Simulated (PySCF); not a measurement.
# InMe2(OH): geometry, NMR shifts and electronic excitations

What NMR shifts and electronic excitations should InMe2(OH) (`[CH3][In]([CH3])[OH]`) show?

Computed with PySCF 2.14.0, with density-fitted response routines of our own, on a single molecule in the gas phase. Atoms are numbered from 0 throughout.

## (1) The molecule as given

11 atoms, charge 0, multiplicity 1; geometry from: GFN2-xTB.

Bonds of the start (Å): In0–C1 2.23, In0–C5 2.25, In0–O9 1.96, C1–H2 1.09, C1–H3 1.09, C1–H4 1.09, C5–H6 1.09, C5–H7 1.09, C5–H8 1.09, O9–H10 0.95.

## (2) Relaxing the molecule at PBE0-D3(BJ)/def2-SVP

What the job is given:

```
{"job": {"xc": "PBE0", "basis": "def2-SVP", "d3": "d3bj", "grid": 1, "maxiter": 40, "kind": "geom"}, "charge": 0, "multiplicity": 1}
In    -0.047090    -0.217400     0.026220
C      2.146650    -0.568080    -0.111030
H      2.624420     0.160000    -0.761750
H      2.266220    -1.574320    -0.504970
H      2.574510    -0.510500     0.887150
C     -1.524570     1.472730    -0.055550
H     -1.343090     2.151570     0.773410
H     -2.527970     1.059650     0.016920
H     -1.412200     2.010190    -0.992760
O     -0.905510    -1.961070     0.305210
H     -1.851370    -2.022760     0.417140
```

The log of the run:

```text
step   0  E = -345.48071242  max force = 0.025188
step   1  E = -345.48477309  max force = 0.005322
step   2  E = -345.48530532  max force = 0.002434
step   3  E = -345.48544938  max force = 0.001996
step   4  E = -345.48547611  max force = 0.000420
step   5  E = -345.48548051  max force = 0.000359
optimisation converged
```

Run time: 22 s. Hardware: 1 thread, shared host.

Along the way:

```tsv
step	energy from step 0 (eV)	largest force component (eV/Å)
0	0.0000	1.2952
1	-0.1105	0.2737
2	-0.1250	0.1252
3	-0.1289	0.1026
4	-0.1296	0.0216
5	-0.1297	0.0185
```

Distances of close pairs at the start and the end, largest changes first:

```tsv
bond	before (Å)	after (Å)	change (Å)
In0–C5	2.246	2.159	-0.087
In0–C1	2.226	2.149	-0.077
In0–O9	1.963	2.016	+0.053
C5–H8	1.086	1.100	+0.014
C5–H6	1.087	1.100	+0.014
C1–H4	1.088	1.101	+0.013
C1–H3	1.087	1.099	+0.012
C1–H2	1.087	1.099	+0.012
```

The final coordinates are the input of the step that follows.

```tsv
at the end point	value
point group (found at 0.08 Å tolerance)	C1
rotational constants (GHz, main isotopes)	5.148, 3.806, 2.251
dipole moment (D)	2.29
```

## (3) Nuclear shieldings: PBE0/def2-TZVP+pcSseg-1

What the job is given:

```
{"job": {"kind": "nmr", "xc": "PBE0", "basis": {"default": "pcSseg-1", "In": "def2-TZVP"}}, "charge": 0, "multiplicity": 1}
In    -0.080481    -0.263338     0.031515
C      2.049009    -0.510250    -0.120406
H      2.510510     0.246349    -0.770016
H      2.260517    -1.514486    -0.513450
H      2.495388    -0.428548     0.882367
C     -1.431056     1.419292    -0.049129
H     -1.218204     2.111039     0.779658
H     -2.476333     1.087713     0.023273
H     -1.293525     1.965408    -0.994235
O     -0.929287    -2.070105     0.315493
H     -1.886538    -2.043063     0.414920
```

Level: GIAO PBE0/pcSseg-1 In:def2-TZVP NMR shielding, scalar relativity only through core potentials, gas phase.

The log of the run:

```text
coarse grid: 40936 points
cycle   1  E = -344.6665097709  dE = -3.195e+01  |g| = 2.113e+00  |ddm| = 4.543e+01
cycle   2  E = -343.7417105124  dE =  9.248e-01  |g| = 3.356e+00  |ddm| = 7.977e+00
cycle   3  E = -345.5616785890  dE = -1.820e+00  |g| = 4.135e-01  |ddm| = 3.410e+00
cycle   4  E = -345.5563706993  dE =  5.308e-03  |g| = 4.606e-01  |ddm| = 6.368e-01
cycle   5  E = -345.5971857342  dE = -4.082e-02  |g| = 3.542e-02  |ddm| = 3.309e-01
cycle   6  E = -345.5974105602  dE = -2.248e-04  |g| = 9.565e-03  |ddm| = 3.357e-02
cycle   7  E = -345.5974293622  dE = -1.880e-05  |g| = 3.757e-03  |ddm| = 1.402e-02
cycle   8  E = -345.5974331055  dE = -3.743e-06  |g| = 4.559e-04  |ddm| = 4.449e-03
final grid: 85272 points
cycle   9  E = -345.5974557156  dE = -4.182e-08  |g| = 3.708e-04  |ddm| = 1.010e-03
cycle  10  E = -345.5974557055  dE =  1.017e-08  |g| = 4.341e-04  |ddm| = 6.141e-04
cycle  11  E = -345.5974557391  dE = -3.369e-08  |g| = 1.238e-04  |ddm| = 3.679e-04
cycle  12  E = -345.5974557420  dE = -2.826e-09  |g| = 1.301e-05  |ddm| = 8.449e-05
cycle  13  E = -345.5974557420  dE = -3.854e-11  |g| = 4.413e-06  |ddm| = 1.505e-05
converged SCF energy = -345.5974557420

GIAO shielding tensors (ppm)
atom      isotropic    diamagn.    paramagn.     s11        s22        s33       span
  0 In         nan         nan         nan        nan        nan        nan        nan
  1 C      191.130     250.955     -59.825    181.334    192.945    199.111     17.777
  2 H       31.125      29.697       1.428     25.443     28.342     39.591     14.148
  3 H       30.871      28.891       1.980     24.884     28.381     39.348     14.464
  4 H       31.251      29.213       2.038     25.812     27.969     39.973     14.161
  5 C      188.279     251.092     -62.813    177.255    189.664    197.920     20.665
  6 H       31.142      29.680       1.462     25.768     28.117     39.540     13.773
  7 H       31.139      29.533       1.606     25.419     28.692     39.306     13.887
  8 H       31.118      29.696       1.421     25.669     28.167     39.517     13.848
  9 O      228.155     387.948    -159.793     71.272    291.196    321.996    250.724
 10 H       28.660      31.764      -3.104     22.012     23.301     40.668     18.656
```

Wall time 8 s (1 thread, shared host).

The references, computed at this level on geometries of the same kind, shield at (ppm): ¹H TMS 31.27, ¹³C TMS 184.4, ¹⁷O H2O 334.6. Their shielding less the atom's gives the shift. The references are single molecules in the gas phase, so shifts against H2O, NH3, PH3, H3PO4 or CFCl3 are not on the usual liquid scales and can be off by tens of ppm. Atoms listed in one row are averaged.

```tsv
atoms	environment	σ (ppm)	δ (ppm)
C1, C5	carbon bonded to In, 3 H	189.7	-5.3
H10	hydrogen on an oxygen bonded to In	28.66	2.61
H2, H3, H4, H6, H7, H8	hydrogen on a carbon bonded to In	31.11	0.16
O9	oxygen bonded to In, H	228.2	106.4
```

Atoms past Kr carry core potentials, so their printed shieldings have no meaning and are left out of the table.

The run also stored atomic charges by several schemes (e):

```tsv
atoms	Mulliken	ESP fit
In0	0.63	1.03
C1, C5	-0.59	-0.88
O9	-0.58	-0.83
```

Mayer bond orders: In0–C1 0.98, In0–C5 0.97, In0–O9 1.02.

With diffuse functions Mulliken charges and Mayer bond orders lose their meaning; the other schemes are steadier.

## (4) TDDFT and polarisability: PBE0/def2-SVPD

Settings changed since step 3:

```diff
@@ -1,2 +1,2 @@
-{"job": {"kind": "nmr", "xc": "PBE0", "basis": {"default": "pcSseg-1", "In": "def2-TZVP"}}, "charge": 0, "multiplicity": 1}
+{"job": {"kind": "uv", "xc": "PBE0", "basis": "def2-SVPD", "ip": true, "nstates": 10}, "charge": 0, "multiplicity": 1}
 In    -0.080481    -0.263338     0.031515
```

Level: TDDFT PBE0/def2-SVPD, vertical, gas phase, core orbitals frozen in the response.

The log of the run:

```text
coarse grid: 40936 points
cycle   1  E = -344.4647153006  dE = -2.071e+01  |g| = 2.117e+00  |ddm| = 1.449e+01
cycle   2  E = -343.6389206488  dE =  8.258e-01  |g| = 3.154e+00  |ddm| = 1.353e+01
cycle   3  E = -345.4542003052  dE = -1.815e+00  |g| = 4.544e-01  |ddm| = 9.874e+00
cycle   4  E = -345.4442405212  dE =  9.960e-03  |g| = 5.133e-01  |ddm| = 8.954e-01
cycle   5  E = -345.4984178719  dE = -5.418e-02  |g| = 1.919e-02  |ddm| = 4.706e-01
cycle   6  E = -345.4985094967  dE = -9.162e-05  |g| = 5.912e-03  |ddm| = 4.215e-02
cycle   7  E = -345.4985174965  dE = -8.000e-06  |g| = 2.659e-03  |ddm| = 1.415e-02
final grid: 85272 points
cycle   8  E = -345.4985386782  dE =  1.466e-06  |g| = 3.613e-03  |ddm| = 6.924e-03
cycle   9  E = -345.4985348277  dE =  3.850e-06  |g| = 5.382e-03  |ddm| = 9.933e-03
cycle  10  E = -345.4985420341  dE = -7.206e-06  |g| = 8.776e-04  |ddm| = 5.825e-03
cycle  11  E = -345.4985421916  dE = -1.575e-07  |g| = 2.972e-05  |ddm| = 7.453e-04
cycle  12  E = -345.4985421918  dE = -1.889e-10  |g| = 1.279e-05  |ddm| = 5.199e-05
converged SCF energy = -345.4985421918

Static polarisability (au): isotropic 67.130, principal 51.529 66.748 83.111

Singlet excitations
state   eV       nm        f      main configurations
  1   5.3719    230.8   0.00018   H->L 1.00
  2   5.9065    209.9   0.00437   H-2->L 0.98
  3   5.9317    209.0   0.06498   H-1->L 0.47, H->L+1 0.35, H-2->L+1 0.13
  4   6.0180    206.0   0.03556   H-1->L+1 0.92
  5   6.1690    201.0   0.18769   H->L+1 0.62, H-1->L 0.28
  6   6.5880    188.2   0.13544   H-2->L+1 0.77, H-1->L 0.20
  7   7.0784    175.2   0.02166   H->L+2 0.96
  8   7.4154    167.2   0.00918   H-1->L+2 0.87
  9   7.5946    163.3   0.02124   H-2->L+2 0.49, H->L+3 0.40
 10   7.6533    162.0   0.02173   H->L+3 0.47, H-2->L+2 0.29, H->L+4 0.18

Triplet excitations (Tamm-Dancoff, eV): 5.1269 5.1420 5.3714 5.5886
Vertical ionisation energy (delta-SCF) = 9.4599 eV
```

It took 53 s on 1 thread, shared host.

Frontier orbitals and where they lie:

```tsv
orbital	eV	atoms
HOMO−3	-10.24	O9 36 %, In0 18 %, C5 18 %
HOMO−2	-8.08	O9 49 %, C1 20 %, In0 15 %
HOMO−1	-7.93	O9 86 %, H10 7 %, In0 6 %
HOMO	-7.54	C5 31 %, C1 19 %, In0 16 %
LUMO	-0.76	In0 62 %, O9 11 %, C5 9 %
LUMO+1	-0.63	In0 56 %, C5 11 %, C1 9 %
LUMO+2	0.72	In0 48 %, O9 15 %, C1 8 %
```

With each of the 10 states as a Gaussian band of 0.4 eV half-width at 1/e, the curve within the window shown has maxima at 201 nm (ε 13,000), 165 nm (ε 2,200) L/(mol cm). Beyond the last state computed it falls off for lack of states. The curve at chosen wavelengths:

nm, ε (L/mol/cm) and a bar:
```
      156        954 ##
      160       1792 ####
      164       2230 #####
      168       2176 #####
      172       2165 #####
      177       3058 #######
      181       4695 ###########
      185       6817 ################
      189       8958 #####################
      193      10837 ##########################
      197      12205 #############################
      201      12653 ##############################
      205      11868 ############################
      210       9385 ######################
      214       6878 ################
      218       4548 ###########
      222       2737 ######
      226       1512 ####
      230        774 ##
      234        370 #
      238        168 
      243         59 
      247         25 
      251         10 
      255          4 
      259          2
```

Ground-state properties from the same run:

```tsv
property	computed
dipole moment (D)	2.54
polarisability (Å³)	9.95
HOMO–LUMO gap (eV)	6.78
−ε(HOMO) (eV)	7.54
```

## (5) Shielding tensors: KT2/def2-TZVP+pcSseg-1

Settings changed since step 4:

```diff
@@ -1,2 +1,2 @@
-{"job": {"kind": "uv", "xc": "PBE0", "basis": "def2-SVPD", "ip": true, "nstates": 10}, "charge": 0, "multiplicity": 1}
+{"job": {"kind": "nmr", "xc": "KT2", "basis": {"default": "pcSseg-1", "In": "def2-TZVP"}, "pop": false}, "charge": 0, "multiplicity": 1}
 In    -0.080481    -0.263338     0.031515
```

Method: GIAO KT2/pcSseg-1 In:def2-TZVP NMR shielding, scalar relativity only through core potentials, gas phase.

The log of the run:

```text
coarse grid: 40936 points
cycle   1  E = -348.2232310898  dE = -3.154e+01  |g| = 2.308e+00  |ddm| = 4.409e+01
cycle   2  E = -336.2307548201  dE =  1.199e+01  |g| = 7.645e+00  |ddm| = 1.430e+01
cycle   3  E = -349.3023394028  dE = -1.307e+01  |g| = 5.379e-01  |ddm| = 1.152e+01
cycle   4  E = -348.9076179561  dE =  3.947e-01  |g| = 1.404e+00  |ddm| = 1.604e+00
cycle   5  E = -349.3642928526  dE = -4.567e-01  |g| = 1.951e-01  |ddm| = 1.234e+00
cycle   6  E = -349.3717167005  dE = -7.424e-03  |g| = 9.277e-02  |ddm| = 3.152e-01
cycle   7  E = -349.3735081249  dE = -1.791e-03  |g| = 2.067e-02  |ddm| = 7.463e-02
cycle   8  E = -349.3735943171  dE = -8.619e-05  |g| = 7.929e-03  |ddm| = 2.405e-02
cycle   9  E = -349.3736074906  dE = -1.317e-05  |g| = 4.181e-03  |ddm| = 1.213e-02
cycle  10  E = -349.3736123240  dE = -4.833e-06  |g| = 8.978e-04  |ddm| = 4.774e-03
final grid: 85272 points
cycle  11  E = -349.3736281596  dE =  1.260e-06  |g| = 2.687e-03  |ddm| = 3.196e-03
cycle  12  E = -349.3736170895  dE =  1.107e-05  |g| = 7.792e-03  |ddm| = 7.756e-03
cycle  13  E = -349.3736296682  dE = -1.258e-05  |g| = 2.471e-04  |ddm| = 5.593e-03
cycle  14  E = -349.3736296838  dE = -1.566e-08  |g| = 4.147e-05  |ddm| = 4.209e-04
cycle  15  E = -349.3736296843  dE = -4.247e-10  |g| = 1.068e-05  |ddm| = 4.899e-05
converged SCF energy = -349.3736296843

GIAO shielding tensors (ppm)
atom      isotropic    diamagn.    paramagn.     s11        s22        s33       span
  0 In         nan         nan         nan        nan        nan        nan        nan
  1 C      187.065     252.238     -65.173    175.316    188.054    197.826     22.510
  2 H       30.923      29.963       0.960     25.484     28.288     38.996     13.512
  3 H       30.690      28.951       1.739     24.971     28.264     38.835     13.864
  4 H       31.075      29.412       1.663     25.863     27.926     39.436     13.572
  5 C      183.337     252.437     -69.100    170.392    182.769    196.849     26.457
  6 H       30.947      29.940       1.007     25.823     28.069     38.949     13.126
  7 H       30.954      29.628       1.326     25.556     28.620     38.685     13.129
  8 H       30.919      29.952       0.967     25.715     28.114     38.928     13.213
  9 O      189.781     387.978    -198.196     -8.219    274.562    303.001    311.221
 10 H       27.735      31.757      -4.021     21.837     22.575     38.794     16.957
```

It took 13 s on 1 thread, shared host.

Key values: δ C1 -2.0, O9 140.9, H10 3.44, H2 0.26 ppm (means over like atoms).

## (6) Run by run: NMR shifts

Shifts (ppm), means over like atoms, with basis size and wall time:

```tsv
run	C1	H10	H2	O9	functions	time
PBE0/def2-TZVP+pcSseg-1	-5.3	2.61	0.16	106.4	136	8 s
KT2/def2-TZVP+pcSseg-1	-2.0	3.44	0.26	140.9	136	13 s
```

## (7) Summary of results

```
                                                                         quantity                        value
                                                                      point group                           C1
                                             rotational constants (main isotopes)         5.15, 3.81, 2.25 GHz
¹³C shifts against TMS (PBE0/def2-TZVP+pcSseg-1, means over atoms taken as alike)                     -5.3 ppm
 ¹H shifts against TMS (PBE0/def2-TZVP+pcSseg-1, means over atoms taken as alike)               2.61, 0.16 ppm
                                 ¹⁷O shifts against H2O (PBE0/def2-TZVP+pcSseg-1)                    106.4 ppm
                                                  lowest singlet (PBE0/def2-SVPD)  5.37 eV (231 nm), f = 0.000
                                         brightest single state of those computed  state 5, 6.17 eV, f = 0.188
                                                                   lowest triplet                      5.13 eV
                                                vertical ionisation energy (ΔSCF)                      9.46 eV
                                                         range of the shift of O9           106.4 to 140.9 ppm
```

In words: Over 5 steps the energy fell by 0.130 eV; of the close pairs, In0–C5 changed most, 2.246 to 2.159 Å. No frequency check was run at this level, so the end point may be a saddle. At PBE0/def2-TZVP+pcSseg-1: Shielding is most anisotropic at O9 (span 251 ppm, paramagnetic term -160 ppm). The lowest singlet, at 5.37 eV, is HOMO→LUMO 1.00 and is dark; of the 10 states computed, the strongest absorption comes from state 5 at 6.17 eV. The lowest triplet lies 0.25 eV below the lowest singlet (triplets in Tamm-Dancoff, singlets in full TDDFT). Spin-orbit coupling, left out, mixes singlets and triplets in elements this heavy. The orbital energy would give 7.54 eV for ionisation, ΔSCF gives 9.46 eV. In ppm, O9 moves most: its shift spreads over 34.5 ppm, from 106.4 (PBE0/def2-TZVP+pcSseg-1) to 140.9 (KT2/def2-TZVP+pcSseg-1). Spin-orbit coupling is left out, which matters for shieldings and couplings at and beside the heavy atoms.
